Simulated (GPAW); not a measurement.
SnSe2, 3 atoms in the cell. Symmetry: P-3m1, No. 164, trigonal system. Conventional cell: a = 3.811 Å, b = 3.811 Å, c = 6.136 Å, α = 90.00°, β = 90.00°, γ = 120.00°. Sn (site symmetry -3m) is surrounded by 6 Se at 2.68 Å. Se (site symmetry 3m) is surrounded by 3 Sn at 2.68 Å. 

```yaml
Program: GPAW 26.7.0
Task: single point
Functional: TB-mBJ
Potentials_or_basis: GPAW PAW data sets for LDA (gpaw-data 1.2.1)
Cutoff: 600 eV
Basis: pw
k_mesh: 8 × 8 × 4
Occupations: fermi-dirac, width 0.05 eV
Spin: no spin polarisation
Maxiter: 150
```

Potentials or basis: GPAW PAW data sets for LDA (gpaw-data 1.2.1), pw.

Command:

```console
$ OMP_NUM_THREADS=1 python run.py
```

Hardware: 1 thread of Arm Neoverse V2 (shared host).

Question: Estimate the wall time of this run.

Answer: Wall time 2.3 min on 1 thread of Arm Neoverse V2, on a shared host, peak memory 0.34 GiB. Counts: scf iterations 37.
